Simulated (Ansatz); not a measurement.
# BH3NPS: vertical ionisation energy

How much energy removes an electron from BH3NPS at fixed geometry? The cation is run at each level and the neutral's energy taken from earlier runs.

Method: unrestricted cation, the program's frozen cores in correlated methods; program: Ansatz 0.2.0, Gaussian basis.

Plan: UKS PBE-D4/def2-TZVPP; UKS r2SCAN-D4/def2-TZVPP; UKS PBE0-D4/def2-TZVPP; UKS B3LYP-D4/def2-TZVPP; UKS wB97X-V/def2-TZVPP; UKS wB97M-V/def2-TZVPP; UKS B2PLYP/def2-TZVPP; UHF-CCSD(T)/def2-TZVPP; UHF-MP2/def2-QZVPP; extrapolation to the limit; then −ε(HOMO) from the neutral's earlier runs with LDA (SPW92), PBE-D4, revPBE-D4, BLYP-D4, r2SCAN-D4, B97M-V, PBE0-D4, B3LYP-D4, r2SCANh-D4, r2SCAN0-D4, HSE06-D4, BHLYP-D4, CAM-B3LYP-D4, LC-ωPBE, ωB97X-V, ωB97M-V.

### 1 Structure used throughout

The geometry comes from an earlier relaxation with PBE0-D4 in a triple-zeta def2 set; it is a stationary point, not always the lowest conformer.

SMILES `SP1BN1`, 7 atoms, charge 0, spin multiplicity 1.

Atoms are counted from 1 here; the program's logs count them from 0.

Bond lengths: S1–P2 2.138 Å, S1–H5 1.344 Å, P2–B3 1.899 Å, P2–N4 1.761 Å, B3–N4 1.352 Å, B3–H6 1.184 Å, N4–H7 1.007 Å. Angles: P2–S1–H5 99.5°, S1–P2–B3 104.4°, S1–P2–N4 106.5°, B3–P2–N4 43.2°, P2–B3–N4 63.0°, P2–B3–H6 154.4°, N4–B3–H6 142.5°, P2–N4–B3 73.9°, P2–N4–H7 138.6°, B3–N4–H7 147.0°.

Geometry (Å):

| atom | x (Å) | y (Å) | z (Å) |
| --- | --- | --- | --- |
| S1 | -1.89354 | -0.21904 | -1.10544 |
| P2 | 0.21070 | 0.11188 | -1.29152 |
| B3 | 0.76817 | 0.60001 | 0.45737 |
| N4 | 0.96657 | -0.68498 | 0.08540 |
| H5 | -2.11230 | 0.39533 | 0.07008 |
| H6 | 0.88319 | 1.34171 | 1.37299 |
| H7 | 1.23850 | -1.61291 | 0.36530 |

### 2 Cation, UKS PBE-D4/def2-TZVPP

Input file in.yaml:

```yaml
crystal:
  periodic: [false, false, false]
  atoms:
    - {symbol: S, position_ang: [-1.893538, -0.219042, -1.105436]}
    - {symbol: P, position_ang: [0.210700, 0.111885, -1.291516]}
    - {symbol: B, position_ang: [0.768174, 0.600008, 0.457367]}
    - {symbol: N, position_ang: [0.966572, -0.684979, 0.085403]}
    - {symbol: H, position_ang: [-2.112298, 0.395327, 0.070081]}
    - {symbol: H, position_ang: [0.883191, 1.341709, 1.372995]}
    - {symbol: H, position_ang: [1.238500, -1.612908, 0.365305]}
basis:
  gaussian: {orbitals: def2-TZVPP}
total_charge: 1
magnetization: {spin_polarized: true, initial_magnetization: 1}
hamiltonian: {xc: pbe, dispersion: d4}
```

Started as:

```bash
$ ansatz run in.yaml --threads 2 --pin off --events-out ev --progress --plain --max-ram 4352MiB
```

After this run come: Cation, UKS r2SCAN-D4/def2-TZVPP; Cation, UKS PBE0-D4/def2-TZVPP; Cation, UKS B3LYP-D4/def2-TZVPP; Cation, UKS wB97X-V/def2-TZVPP; Cation, UKS wB97M-V/def2-TZVPP; Cation, UKS B2PLYP (frozen core)/def2-TZVPP; Cation, UHF-CCSD(T)/def2-TZVPP; Cation, UHF-MP2/def2-QZVPP.

Q: Predict the results of all the runs planned. Wanted: ionisation energy, CCSD(T)/CBS; nearest functional by difference; nearest −ε(HOMO); −ε(HOMO) of PBE; T1 of the cation.

**Answer**, as computed:

```
                        quantity               value
  ionisation energy, CCSD(T)/CBS             9.54 eV
nearest functional by difference  ωB97X-V (-0.17 eV)
                nearest −ε(HOMO)  ωB97X-V (-0.10 eV)
                 −ε(HOMO) of PBE             6.01 eV
                T1 of the cation               0.040
```

What this shows: Energy differences with functionals land within 0.52 eV of the reference. The PBE orbital energy is 3.5 eV too small: a semilocal HOMO is no ionisation energy. Among orbital estimates ωB97X-V comes nearest. Hartree-Fock falls 1.14 eV short, as the neutral has more correlation energy than the cation. The cation's T1 (from the report) is 0.040, near the customary mark of 0.045 for open shells, so the coupled-cluster value is less safe. The cation may have settled in a state other than its lowest; no search over hole states beyond the program's own was made.
